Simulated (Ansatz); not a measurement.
**BH7OSi2: a ladder of functionals and wavefunction methods**

The task here is to estimate one member of a computed series from the others.

The runs use Ansatz 0.2.0, Gaussian basis; functionals in def2-TZVPP, the program's frozen cores in correlated methods.

Plan: LDA (SPW92), PBE-D4, revPBE-D4, BLYP-D4, r2SCAN-D4, B97M-V, PBE0-D4, B3LYP-D4, r2SCANh-D4, r2SCAN0-D4, HSE06-D4, BHLYP-D4, CAM-B3LYP-D4, LC-ωPBE, ωB97X-V, ωB97M-V, B2PLYP, PBE-QIDH; CCSD(T)/def2-SVP; MP2/def2-TZVPP; MP2/def2-QZVPP; RPA on PBE.

1 further run of the same task is left out (it didn't finish).

## Structure used throughout

All runs share one geometry, relaxed beforehand with PBE0-D4 in a triple-zeta def2 set.

SMILES `O[SiH2]B[SiH3]`, 11 atoms, charge 0, spin multiplicity 1.

Atoms are counted from 1 here; the program's logs count them from 0.

Bond lengths: O1–Si2 1.654 Å, O1–H5 0.958 Å, Si2–B3 2.001 Å, Si2–H6 1.486 Å, Si2–H7 1.500 Å, B3–Si4 2.005 Å, B3–H8 1.198 Å, Si4–H9 1.492 Å, Si4–H10 1.488 Å, Si4–H11 1.495 Å. Angles: Si2–O1–H5 117.2°, O1–Si2–B3 115.1°, O1–Si2–H6 105.0°, O1–Si2–H7 111.3°, B3–Si2–H6 113.0°, B3–Si2–H7 104.3°, H6–Si2–H7 108.0°, Si2–B3–Si4 123.0°, Si2–B3–H8 118.1°, Si4–B3–H8 118.9°, B3–Si4–H9 112.8°, B3–Si4–H10 115.0°, B3–Si4–H11 104.9°, H9–Si4–H10 108.1°, H9–Si4–H11 107.1°, H10–Si4–H11 108.4°.

As a file:

```xyz
11

O    -1.64530    1.48973    0.28815
Si   -0.37562    1.03430    1.24578
B     0.70383   -0.50033    0.55032
Si    0.50930   -1.21936   -1.31171
H    -1.48253    1.55613   -0.65389
H    -0.97594    0.76481    2.57768
H     0.61779    2.14761    1.40059
H     1.49880   -1.01077    1.28703
H    -0.07723   -0.22583   -2.25754
H     1.76142   -1.75042   -1.91505
H    -0.46912   -2.34288   -1.19067
```

Set-up of the first run:

Input file in.yaml:

```yaml
crystal:
  periodic: [false, false, false]
  atoms:
    - {symbol: O, position_ang: [-1.645298, 1.489734, 0.288148]}
    - {symbol: Si, position_ang: [-0.375621, 1.034304, 1.245784]}
    - {symbol: B, position_ang: [0.703827, -0.500334, 0.550321]}
    - {symbol: Si, position_ang: [0.509301, -1.219356, -1.311708]}
    - {symbol: H, position_ang: [-1.482530, 1.556126, -0.653892]}
    - {symbol: H, position_ang: [-0.975937, 0.764814, 2.577683]}
    - {symbol: H, position_ang: [0.617786, 2.147609, 1.400592]}
    - {symbol: H, position_ang: [1.498799, -1.010770, 1.287030]}
    - {symbol: H, position_ang: [-0.077232, -0.225829, -2.257542]}
    - {symbol: H, position_ang: [1.761423, -1.750422, -1.915045]}
    - {symbol: H, position_ang: [-0.469117, -2.342876, -1.190671]}
basis:
  gaussian: {orbitals: def2-TZVPP}
hamiltonian: {xc: lda}
output: {orbitals: {seedname: orbitals}}
```

Started as:

```bash
> ansatz run in.yaml --threads 2 --pin off --events-out ev --progress --plain --max-ram 4352MiB
```

Steps of the session up to this table: LDA; PBE-D4 (GGA); revPBE-D4 (GGA); BLYP-D4 (GGA); r2SCAN-D4 (meta-GGA); B97M-V (meta-GGA); PBE0-D4 (hybrid); B3LYP-D4 (hybrid); r2SCANh-D4 (hybrid); r2SCAN0-D4 (hybrid); HSE06-D4 (hybrid); BHLYP-D4 (hybrid); CAM-B3LYP-D4 (range-separated); LC-ωPBE (range-separated); ωB97X-V (range-separated); ωB97M-V (range-separated); B2PLYP (double hybrid); PBE-QIDH (double hybrid).

One of the session's tables, all rows but one given; the rest of the session is left out.

It belongs to the step «Orbital energies across the functionals». 

| functional | HOMO (eV) | LUMO (eV) | gap (eV) |
| --- | --- | --- | --- |
| LDA (SPW92) | -6.60 | -4.06 | 2.55 |
| PBE-D4 | -6.52 | -3.83 | 2.68 |
| revPBE-D4 | -6.47 | -3.73 | 2.74 |
| BLYP-D4 | -6.41 | -3.63 | 2.78 |
| r2SCAN-D4 | -6.79 | -3.58 | 3.20 |
| B97M-V | -6.93 | -3.72 | 3.21 |
| PBE0-D4 | -7.75 | -2.90 | 4.85 |
| B3LYP-D4 | -7.56 | -3.06 | 4.50 |
| r2SCANh-D4 | -7.24 | -3.25 | 3.99 |
| r2SCAN0-D4 | ? | ? | ? |
| HSE06-D4 | -7.35 | -3.28 | 4.07 |
| BHLYP-D4 | -8.89 | -1.81 | 7.08 |
| CAM-B3LYP-D4 | -9.09 | -1.73 | 7.36 |
| LC-ωPBE | -10.41 | -0.60 | 9.82 |
| ωB97X-V | -10.07 | -0.69 | 9.38 |
| ωB97M-V | -9.88 | -0.92 | 8.96 |

Q: Estimate the row for r2SCAN0-D4 from the others.

Worked estimate for «HOMO (eV)». Against the share of exact exchange, r2SCAN-D4 (0, -6.79), r2SCANh-D4 (0.1, -7.24) give a slope of -4.50 per unit share; at 0.25 the line stands at -7.91.

The run gave: HOMO (eV): -7.92; LUMO (eV): -2.76; gap (eV): 5.15. In «HOMO (eV)» the line misses by +0.01.
